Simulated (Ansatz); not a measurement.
Pt-Tc mixtures: a scan of ordered alloys across composition, run with Ansatz 0.2.0 through its Python package.

`alloy_pt.py`
```python
from collections import Counter
import warnings

import ansatz as az
import numpy as np


def fcc(first, a):
    return (
        az.Lattice.fcc(a)
        .space_group(225)
        .atom(first, (0, 0, 0))
        .primitive()
    )

A_FIRST, A_LAST = 3.92, 3.85


def ground_state(name, crystal):
    calc = (
        crystal.calculation()
        .functional('lda')
        .accuracy('low')
        .eigensolver('davidson')
        .scf(max_iterations=150, self_checks='low')
        .basis(620)
        .kpoints(spacing=0.3)
        .occupations('fermi_dirac', width=0.05)
        .band_table()
    )
    calc = calc.relax(force_tolerance=0.03, cell=True)
    return calc.run(threads=1)

def relaxed_twice(name, crystal):
    # the second pass draws mesh and plane waves anew for the relaxed cell
    first = ground_state(name, crystal)
    again = az.Crystal(lattice=az.Lattice.of(first.lattice.cell_ang))
    for site in first.report['lattice']['sites']:
        again = again.atom(site['symbol'], site['position_frac'])
    return ground_state(name, again)


def volume_per_atom(outcome):
    return abs(np.linalg.det(outcome.lattice.cell_ang)) / len(outcome.lattice.sites)


def counts(outcome):
    return Counter(site.symbol for site in outcome.lattice.sites)


def main() -> None:
    warnings.simplefilter('ignore', az.DeckWarning)

    phases = {}
    for k in range(4 + 1):
        a = A_FIRST + (A_LAST - A_FIRST) * k / 4
        cell = fcc('Pt', a).conventional().resolved()
        sites = [site.position for site in cell.sites if site.symbol == 'Pt']
        for position in sites[:k]:
            cell = cell.substitution('Tc', at=position, replaces='Pt')
        phases[f'Pt{4 - k}Tc{k}'] = cell.resolved()

    done = {name: relaxed_twice(name, crystal) for name, crystal in phases.items()}

    # x is the share of the second element on the mixed sites; both end members stand on this same lattice
    x = {name: counts(o)['Tc'] / (counts(o)['Pt'] + counts(o)['Tc']) for name, o in done.items()}
    first, last = min(x, key=x.get), max(x, key=x.get)
    energy = {name: o.report['energy_sigma0_ev'] / len(o.lattice.sites) for name, o in done.items()}
    volume = {name: volume_per_atom(o) for name, o in done.items()}
    rows = []
    for name in sorted(done, key=x.get):
        line = lambda table: (1 - x[name]) * table[first] + x[name] * table[last]
        rows.append((name, x[name], 1000 * (energy[name] - line(energy)), volume[name], 100 * (volume[name] / line(volume) - 1)))
    print('      cell       x(Tc)  E_mix (meV/atom)  V (A^3/atom)  excess V (%)')
    for row in rows:
        print(f'{str(row[0]):>10}  {row[1]:10.3f}  {row[2]:+16.1f}  {row[3]:12.3f}  {row[4]:+12.2f}')


if __name__ == '__main__':
    main()
```

Do these ordered cells favour mixing or separation, and does the volume follow a straight line between the end members?

Mixing energies: -35 meV an atom at x(Tc) = 0.25 (volume -0.6 % off the straight line), -160 meV an atom at x(Tc) = 0.50 (volume -1.3 % off the straight line) and -200 meV an atom at x(Tc) = 0.75 (volume -1.1 % off the straight line). Values this small can change sign on a finer mesh.

The output:

```console
$ python alloy_pt.py
      cell       x(Tc)  E_mix (meV/atom)  V (A^3/atom)  excess V (%)
    Pt4Tc0       0.000              +0.0        14.784         +0.00
    Pt3Tc1       0.250             -34.7        14.458         -0.59
    Pt2Tc2       0.500            -159.8        14.120         -1.28
    Pt1Tc3       0.750            -200.5        13.902         -1.15
    Pt0Tc4       1.000              +0.0        13.824         +0.00
```

These settings explore the input space; cutoff and mesh may be short of convergence. Spin is left out of this run. For the metals among these phases the mesh is modest: differences between phases can be off by up to 40 meV an atom. Spin-orbit coupling, which matters for elements this heavy, is left out. These are small ordered cells, with both end members on the same lattice, which need not be their own; they aren't random solutions. Differences under about 40 meV an atom lie within the error of mesh and functional. The cells are prototypes set up for this calculation and needn't exist. The whole script took 4.2 min on 1 thread of Arm Neoverse V1 (shared host), peak memory 0.47 GiB.
